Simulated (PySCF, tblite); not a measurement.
# C₂H₅F₃OSi: geometry, infrared bands and NMR shifts

Wanted: the infrared bands and NMR shifts of C₂H₅F₃OSi (`CO[Si](F)(F)CF`), by calculation.

Computed with tblite 0.8.0 and PySCF 2.14.0, with density-fitted response routines of our own, on a single molecule in the gas phase. Atoms count from 0, in the outputs and in this text.

## Step 1: The molecule as given

12 atoms, charge 0, multiplicity 1; geometry from: force field or distance geometry start.

Bonds of the start (Å): C0–O1 1.39, O1–Si2 1.67, Si2–F3 1.72, Si2–F4 1.70, Si2–C5 1.84, C5–F6 1.37, C0–H7 1.11, C0–H8 1.10, C0–H9 1.11, C5–H10 1.12, C5–H11 1.09.

## Step 2: Geometry optimisation with GFN2-xTB

What the job is given:

```
{"job": {"kind": "relax", "xc": "GFN2-xTB", "basis": "xTB"}, "charge": 0, "multiplicity": 1}
C      1.718500    -0.498200     0.293200
O      1.258100     0.785300     0.042100
Si    -0.377100     1.044300     0.246000
F     -0.886500     2.021800    -1.069500
F     -0.609400     1.927400     1.681500
C     -1.472200    -0.435600     0.272900
F     -1.844900    -0.732600     1.556000
H      2.543900    -0.686000    -0.431200
H      0.970600    -1.274100     0.095000
H      2.168800    -0.610800     1.302900
H     -2.399900    -0.196200    -0.303100
H     -1.068900    -1.346100    -0.182300
```

The run is started by

```console
$ OMP_NUM_THREADS=1 python probes_run.py task.json out
```

One launch serves the whole session: the jobs run in the order shown.

**Question.** This job is followed by: GFN2-xTB harmonic vibrations, gas phase; GIAO PBE0/pcSseg-1 NMR shielding, non-relativistic, gas phase. What will the session give for the following? strongest single infrared mode (GFN2-xTB); zero-point energy (GFN2-xTB); ¹³C shifts against TMS (PBE0/pcSseg-1); ¹H shifts against TMS (PBE0/pcSseg-1, means over atoms taken as alike); ¹⁷O shifts against H2O (PBE0/pcSseg-1); ²⁹Si shifts against TMS (PBE0/pcSseg-1); ¹⁹F shifts against CFCl3 (PBE0/pcSseg-1, means over atoms taken as alike).

As calculated:

| quantity | value |
| --- | --- |
| strongest single infrared mode (GFN2-xTB) | 1211 cm⁻¹, 343 km/mol |
| zero-point energy (GFN2-xTB) | 47.9 kcal/mol |
| ¹³C shifts against TMS (PBE0/pcSseg-1) | 79.1, 54.9 ppm |
| ¹H shifts against TMS (PBE0/pcSseg-1, means over atoms taken as alike) | 5.02, 4.17 ppm |
| ¹⁷O shifts against H2O (PBE0/pcSseg-1) | 34.9 ppm |
| ²⁹Si shifts against TMS (PBE0/pcSseg-1) | -64.9 ppm |
| ¹⁹F shifts against CFCl3 (PBE0/pcSseg-1, means over atoms taken as alike) | -149.4, -318.9 ppm |

What this shows: Relaxing lowered the energy by 0.831 eV in 110 steps; the close pair that moved most is Si2–F3, from 1.716 to 1.590 Å. No mode is imaginary among the 30: a minimum at this level. The strongest single mode, at 1211 cm⁻¹, moves mainly O1. Unscaled tight-binding wavenumbers are off by several per cent, some by more. Its intensities can rank the bands wrongly. The most deshielded carbon is C5 (sp3 CH2 bonded to F and Si), at 79.1 ppm: pulled downfield by the heteroatom. The most deshielded hydrogen is H10, H11 (mean) (hydrogen on an sp3 CH2 bonded to F and Si), at 5.02 ppm: its carbon carries F, hence the downfield position.
